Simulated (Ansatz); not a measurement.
# CH6BFSi2: how energies converge with the basis set

The task here is to estimate one member of a computed series from the others.

Program: Ansatz 0.2.0, Gaussian basis. Level of theory: one geometry, several basis sets. These are calculated values, not measurements.

Levels to be run: PBE0-D4/def2-SVP; ωB97M-V/def2-SVP; PBE0-D4/def2-QZVPP; ωB97M-V/def2-QZVPP; the functionals' def2-TZVPP values are taken from earlier runs.

## The relaxed structure

The geometry comes from an earlier relaxation with PBE0-D4 in a triple-zeta def2 set; it is a stationary point, not always the lowest conformer.

SMILES `FB[SiH]1C[SiH2]1`, 11 atoms, charge 0, spin multiplicity 1.

Atoms are counted from 1 here; the program's logs count them from 0.

Bond lengths: F1–B2 1.326 Å, B2–Si3 1.994 Å, B2–H6 1.201 Å, Si3–C4 1.910 Å, Si3–Si5 2.275 Å, Si3–H7 1.482 Å, C4–Si5 1.877 Å, C4–H8 1.087 Å, C4–H9 1.088 Å, Si5–H10 1.480 Å, Si5–H11 1.481 Å. Angles: F1–B2–Si3 118.8°, F1–B2–H6 116.9°, Si3–B2–H6 124.2°, B2–Si3–C4 118.0°, B2–Si3–Si5 113.5°, B2–Si3–H7 120.2°, C4–Si3–Si5 52.4°, C4–Si3–H7 116.4°, Si5–Si3–H7 118.1°, Si3–C4–Si5 73.8°, Si3–C4–H8 115.5°, Si3–C4–H9 116.0°, Si5–C4–H8 118.0°, Si5–C4–H9 116.8°, H8–C4–H9 111.9°, Si3–Si5–C4 53.7°, Si3–Si5–H10 121.0°, Si3–Si5–H11 121.1° and more.

Set-up of the first run:

The input, in.yaml:

```yaml
crystal:
  periodic: [false, false, false]
  atoms:
    - {symbol: F, position_ang: [-1.975531, 1.661785, 0.563315]}
    - {symbol: B, position_ang: [-0.684184, 1.940893, 0.678241]}
    - {symbol: Si, position_ang: [0.639298, 0.460343, 0.499984]}
    - {symbol: C, position_ang: [-0.021105, -1.330670, 0.436074]}
    - {symbol: Si, position_ang: [0.313247, -0.832506, -1.342939]}
    - {symbol: H, position_ang: [-0.389089, 3.097281, 0.816550]}
    - {symbol: H, position_ang: [2.025459, 0.634190, 0.995938]}
    - {symbol: H, position_ang: [-1.056051, -1.460154, 0.743714]}
    - {symbol: H, position_ang: [0.627482, -2.093166, 0.861235]}
    - {symbol: H, position_ang: [-0.862007, -0.626912, -2.219063]}
    - {symbol: H, position_ang: [1.447781, -1.508185, -2.012748]}
basis:
  gaussian: {orbitals: def2-SVP}
hamiltonian: {xc: pbe0, dispersion: d4}
output: {orbitals: {seedname: orbitals}}
```

Command:

```sh
$ ansatz run in.yaml --threads 4 --pin off --events-out ev --progress --plain --max-ram 10444MiB
```

Steps of the session up to this table: PBE0-D4 in def2-SVP; ωB97M-V in def2-SVP; PBE0-D4 in def2-QZVPP; ωB97M-V in def2-QZVPP.

One of the session's tables, all rows but one given; the rest of the session is left out.

It belongs to the step «Functionals by basis». 

| functional | basis | HOMO (eV) | LUMO (eV) |
| --- | --- | --- | --- |
| PBE0-D4 | def2-SVP | -6.67 | -1.68 |
| PBE0-D4 | def2-TZVPP | -6.67 | -1.80 |
| PBE0-D4 | def2-QZVPP | -6.68 | -1.83 |
| ωB97M-V | def2-SVP | ? | ? |
| ωB97M-V | def2-TZVPP | -8.57 | 0.07 |
| ωB97M-V | def2-QZVPP | -8.58 | -0.01 |

Q: Estimate the row for ωB97M-V, def2-SVP from the others.

The run gave: HOMO (eV): -8.55; LUMO (eV): 0.29. In the column «HOMO (eV)» it lies between ωB97M-V, def2-TZVPP (-8.57) and PBE0-D4, def2-QZVPP (-6.68).
